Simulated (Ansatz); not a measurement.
# Cl2H3O2Si2 radical: one species, many methods

An exercise on one series of results from a longer session: the logs are not shown, and one member is left open.

Program: Ansatz 0.2.0, Gaussian basis. Level of theory: functionals in def2-TZVPP, the program's frozen cores in correlated methods. These are calculated values, not measurements.

Levels to be run: PBE-D4, r2SCAN-D4, PBE0-D4, B3LYP-D4, ωB97X-V, ωB97M-V, B2PLYP; CCSD(T)/def2-TZVPP; MP2/def2-QZVPP; extrapolation to the limit.

### The geometry

All runs share one geometry, relaxed beforehand with PBE0-D4 in a triple-zeta def2 set.

SMILES `O[SiH](Cl)O[SiH]Cl`, 9 atoms, charge 0, spin multiplicity 2.

Atoms are counted from 1 here; the program's logs count them from 0.

Bond lengths: O1–Si2 1.621 Å, O1–H7 0.959 Å, Si2–Cl3 2.047 Å, Si2–O4 1.629 Å, Si2–H8 1.468 Å, O4–Si5 1.630 Å, Si5–Cl6 2.057 Å, Si5–H9 1.491 Å. Angles: Si2–O1–H7 119.4°, O1–Si2–Cl3 110.7°, O1–Si2–O4 110.5°, O1–Si2–H8 107.3°, Cl3–Si2–O4 107.3°, Cl3–Si2–H8 109.9°, O4–Si2–H8 111.3°, Si2–O4–Si5 148.1°, O4–Si5–Cl6 110.0°, O4–Si5–H9 108.1°, Cl6–Si5–H9 107.8°.

The first run:

File in.yaml:

```yaml
crystal:
  periodic: [false, false, false]
  atoms:
    - {symbol: O, position_ang: [-1.722879, -0.034719, -1.637608]}
    - {symbol: Si, position_ang: [-0.797781, 0.534406, -0.434351]}
    - {symbol: Cl, position_ang: [0.545695, 1.906206, -1.143408]}
    - {symbol: O, position_ang: [0.056506, -0.672981, 0.247387]}
    - {symbol: Si, position_ang: [1.021752, -1.170585, 1.462985]}
    - {symbol: Cl, position_ang: [1.683365, 0.449351, 2.544092]}
    - {symbol: H, position_ang: [-1.307473, -0.344038, -2.444240]}
    - {symbol: H, position_ang: [-1.692411, 1.170033, 0.539980]}
    - {symbol: H, position_ang: [2.213226, -1.837682, 0.865163]}
basis:
  gaussian: {orbitals: def2-TZVPP}
magnetization: {spin_polarized: true, initial_magnetization: 1}
hamiltonian: {xc: pbe, dispersion: d4}
output: {forces: true, orbitals: {seedname: orbitals}}
```

Launch:

```sh
ansatz run in.yaml --threads 2 --pin off --events-out ev --progress --plain --max-ram 22528MiB --backend cuda --devices 0, --max-vram 18GiB
```

Among the steps run: PBE-D4 (GGA); r2SCAN-D4 (meta-GGA); PBE0-D4 (hybrid); B3LYP-D4 (hybrid); ωB97X-V (range-separated); ωB97M-V (range-separated); B2PLYP (double hybrid); CCSD(T) in def2-TZVPP; MP2 in def2-QZVPP.

One of the session's tables, all rows but one given; the rest of the session is left out.

| method | atomisation energy (kcal/mol) |
| --- | --- |
| PBE-D4 | ? |
| r2SCAN-D4 | 789.2 |
| PBE0-D4 | 775.2 |
| B3LYP-D4 | 775.2 |
| ωB97X-V | 786.1 |
| ωB97M-V | 785.4 |
| B2PLYP | 769.4 |
| HF/def2-TZVPP | 570.1 |
| MP2/def2-TZVPP | 785.8 |
| CCSD/def2-TZVPP | 744.1 |
| CCSD(T)/def2-TZVPP | 757.6 |
| MP2/CBS | 814.1 |
| CCSD(T)/CBS | 785.8 |

Estimate the missing values for PBE-D4.

As computed: atomisation energy (kcal/mol): 789.6. In the column «atomisation energy (kcal/mol)» it lies between r2SCAN-D4 (789.2) and MP2/CBS (814.1).

Limits of these values: Free atoms (2 O, 2 Si, 2 Cl, 3 H) were run apart at each level; the atomisation energy is their sum less the molecule, without zero-point or spin-orbit terms.
